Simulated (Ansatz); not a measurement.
# Sc2GaN3: the cost of one run

Program: Ansatz 0.2.0. Level of theory: DFT PBE, scalar-relativistic, plane waves, PAW. These are calculated values, not measurements.

## 1. Starting point

The structure is hexagonal, space group P6mm (No. 183). Conventional cell: a = 4.259 Å, b = 4.259 Å, c = 5.560 Å, α = 90.00°, β = 90.00°, γ = 120.00°. Around Sc (site symmetry 3m) lie 3 N at 2.07 Å. Around Ga (site symmetry 6mm) lie 6 Sc at 2.46 Å and 6 N at 2.63 Å. Around N (site symmetry 2mm) lie 2 Sc at 2.07 Å and 2 Ga at 2.63 Å.

Coordinates:

```
Sc Ga N
1.0
     4.25947    0.00000    0.00000
    -2.12974    3.68881    0.00000
     0.00000    0.00000    5.55966
Sc Ga N
2 1 3
Direct
  0.33333 0.66667 0.58499
  0.66667 0.33333 0.58499
  0.00000 0.00000 0.60652
  0.50000 0.00000 0.88385
  0.00000 0.50000 0.88385
  0.50000 0.50000 0.88385
```

Recipe of the guess: random cell by space group and Wyckoff sites (P6mm, No. 183). The dimensions are guesses.

## 2. A first look at the guess

input.yaml

```yaml
crystal:
  lattice:
    - [4.25947228, 0.0, 0.0]
    - [-2.12973614, 3.6888112, 0.0]
    - [0.0, 0.0, 5.55966013]
  atoms:
    - { symbol: Sc, position: [0.33333333, 0.66666667, 0.58498906] }
    - { symbol: Sc, position: [0.66666667, 0.33333333, 0.58498906] }
    - { symbol: Ga, position: [0.0, 0.0, 0.6065222] }
    - { symbol: "N", position: [0.5, 0.0, 0.88384769] }
    - { symbol: "N", position: [0.0, 0.5, 0.88384769] }
    - { symbol: "N", position: [0.5, 0.5, 0.88384769] }
basis:
  ecutwfc: 420
kpoints:
  mp_grid: { grid: [6, 6, 4] }
hamiltonian:
  xc: pbe
scf:
  occupations: { method: gaussian, width: 0.1 }
  lower_state_search: "off"
output:
  forces: true
  stress: true
  eigenvalues: true
```

Run with:

```
$ ansatz run input.yaml --threads 1 --pin off --max-ram 2560MiB --backend cpu --events-out ev --progress --plain --runs-dir out
```

Q: Estimate wall time and peak memory on 1 thread of Arm Neoverse V2, shared host.

About 5.6 s, with a peak of 0.33 GiB.
